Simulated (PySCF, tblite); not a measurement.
# C7H7OP: geometry, infrared bands and NMR shifts

Aim: predict the infrared bands and NMR shifts of C7H7OP (`CC(=O)c1ccccp1`).

The runs use tblite 0.8.0 and PySCF 2.14.0, with density-fitted response routines of our own; the level of theory stands in each step. All values are computed, except where a source is named. Atoms count from 0, in the outputs and in this text.

### Step 1. The molecule as given

16 atoms, charge 0, multiplicity 1; geometry from: force field or distance geometry start.

Bonds of the start (Å): C0–C1 1.50, C1–O2 1.23, C1–C3 1.50, C3–C4 1.41, C4–C5 1.40, C5–C6 1.41, C6–C7 1.39, C7–P8 1.83, P8–C3 1.85, C0–H9 1.10, C0–H10 1.09, C0–H11 1.11, C4–H12 1.09, C5–H13 1.10, C6–H14 1.09, C7–H15 1.08.

### Step 2. Optimising the geometry with GFN2-xTB

What the job is given:

```
{"job": {"kind": "relax", "xc": "GFN2-xTB", "basis": "xTB"}, "charge": 0, "multiplicity": 1}
C     -2.797700     0.516000     0.561000
C     -1.835500    -0.389500    -0.146400
O     -2.222500    -1.371100    -0.771700
C     -0.364500    -0.103500    -0.059500
C      0.506300    -0.994400    -0.713000
C      1.906500    -0.902400    -0.764400
C      2.645500     0.110000    -0.127600
C      2.091800     1.141300     0.628400
P      0.289500     1.335800     0.897300
H     -2.636400     0.511500     1.645200
H     -2.745000     1.529800     0.154300
H     -3.827300     0.150500     0.388200
H      0.058800    -1.831100    -1.253800
H      2.461700    -1.662300    -1.326200
H      3.728500     0.090500    -0.219400
H      2.732600     1.877900     1.096200
```

Started as:

```console
$ OMP_NUM_THREADS=1 python probes_run.py task.json out
```

This one command runs all jobs of the session in turn.

**Question.** This job is followed by: GFN2-xTB harmonic vibrations, gas phase; GIAO PBE0/pcSseg-1 NMR shielding, non-relativistic, gas phase. Predict these results of the whole session: strongest single infrared mode (GFN2-xTB); zero-point energy (GFN2-xTB); 13C shifts against TMS (PBE0/pcSseg-1); 1H shifts against TMS (PBE0/pcSseg-1, means over atoms taken as alike); 17O shifts against H2O (PBE0/pcSseg-1); 31P shifts against H3PO4 (PBE0/pcSseg-1); surface potential, 1st and 99th percentile.

The runs gave:

```
                                                              quantity                                               value
                             strongest single infrared mode (GFN2-xTB)                               1723 cm⁻¹, 354 km/mol
                                          zero-point energy (GFN2-xTB)                                       74.0 kcal/mol
                                13C shifts against TMS (PBE0/pcSseg-1)  200.4, 172.5, 163.7, 141.5, 141.5, 135.0, 30.7 ppm
1H shifts against TMS (PBE0/pcSseg-1, means over atoms taken as alike)                    9.31, 9.25, 8.23, 8.01, 2.95 ppm
                                17O shifts against H2O (PBE0/pcSseg-1)                                           639.4 ppm
                              31P shifts against H3PO4 (PBE0/pcSseg-1)                                           254.8 ppm
                                 surface potential, 1st and 99th percentile                                  -1.65 V and 1.13 V
```

What this shows: The optimisation took 33 steps and gained 0.373 eV; among the close pairs (by a distance rule), C7–P8 changed most, from 1.833 to 1.734 Å. All 42 modes are real, so the xTB geometry is a minimum. The strongest single mode, at 1723 cm⁻¹, moves mainly C1 and O2. Unscaled tight-binding wavenumbers are off by several per cent, some by more. Its intensities can rank the bands wrongly. The most deshielded carbon is C1 (ketone carbonyl carbon), at 200.4 ppm: low-lying n→π* states of the double bond to the heteroatom give a large paramagnetic term (-259 ppm). At PBE0/pcSseg-1: Shielding is most anisotropic at O2 (span 1265 ppm, paramagnetic term -705 ppm). NICS(1)zz of -26 ppm above the planar ring from C3 marks a diatropic (aromatic) ring current. By nearest atom (PBE0/pcSseg-1), the HOMO sits on O2 64 %; C0, C3 about 9 % each and the LUMO on P8 30 %; C3 15 %.
